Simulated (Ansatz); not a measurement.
# BH8NOSi: the cost of one run

Program: Ansatz 0.2.0. Level of theory: RHF/6-31G*. These are calculated values, not measurements.

### 1 Starting point

Bond lengths: B1–H3 1.190 Å, B1–O4 1.410 Å, O4–H5 1.010 Å, B1–N6 1.850 Å, N6–H7 1.060 Å, N6–Si8 1.820 Å, Si8–H9 1.460 Å, Si8–H10 1.460 Å, Si8–H11 1.460 Å. Angles: H3–B1–O4 120.0°, H3–B1–N6 105.4°, O4–B1–N6 92.8°, B1–O4–H5 109.5°, B1–N6–H7 120.0°, B1–N6–Si8 120.0°, H7–N6–Si8 120.0°, N6–Si8–H9 109.5°, N6–Si8–H10 109.5°, N6–Si8–H11 109.5°, H9–Si8–H10 109.4°, H9–Si8–H11 109.4°, H10–Si8–H11 109.4°.

Coordinates:

```xyz
12

B     0.0000    0.0000    0.0000
H     0.0000    0.0000    1.5400
H     1.0305    0.0000   -0.5950
O    -1.2211    0.0000   -0.7050
H    -1.7308   -0.8467   -0.4965
N    -0.2314    1.7403    0.5833
H    -1.1621    2.2275    0.4417
Si    1.1390    2.6160    1.4005
H     2.2258    1.6785    1.6680
H     1.6220    3.6846    0.5308
H     0.6700    3.1883    2.6591
H    -0.1183    0.8900    1.5631
```

### 2 Pulling towards end A

Springs on the bonds that form and break draw the guess towards this end; the thresholds are loose.

input.yaml

```yaml
crystal:
  periodic: [false, false, false]
  atoms:
    - { symbol: B, position_ang: [0.0, 0.0, 0.0] }
    - { symbol: H, position_ang: [0.0, 0.0, 1.54] }
    - { symbol: H, position_ang: [1.0305, 0.0, -0.595] }
    - { symbol: O, position_ang: [-1.2211, 0.0, -0.705] }
    - { symbol: H, position_ang: [-1.7308, -0.8467, -0.4965] }
    - { symbol: "N", position_ang: [-0.2314, 1.7403, 0.5833] }
    - { symbol: H, position_ang: [-1.1621, 2.2275, 0.4417] }
    - { symbol: Si, position_ang: [1.139, 2.616, 1.4005] }
    - { symbol: H, position_ang: [2.2258, 1.6785, 1.668] }
    - { symbol: H, position_ang: [1.622, 3.6846, 0.5308] }
    - { symbol: H, position_ang: [0.67, 3.1883, 2.6591] }
    - { symbol: H, position_ang: [-0.1183, 0.89, 1.5631] }
basis:
  gaussian: { orbitals: "6-31G*" }
hamiltonian:
  xc: hf
relax:
  f_tol: 0.15
  max_steps: 25
  restrain:
    - { distance: [0, 5], at: 2.75, k: 30.0 }
    - { distance: [11, 1], at: 1.86, k: 30.0 }
    - { distance: [0, 1], at: 1.19, k: 30.0 }
    - { distance: [11, 5], at: 1.06, k: 30.0 }
```

The run is started by

```
$ ansatz run input.yaml --threads 1 --pin off --max-ram 2048MiB --backend cpu --events-out ev --progress --plain --runs-dir out
```

Q: Estimate wall time and peak memory on 1 thread of Arm Neoverse V2, shared host.

About 20 s, with a peak of 0.14 GiB.
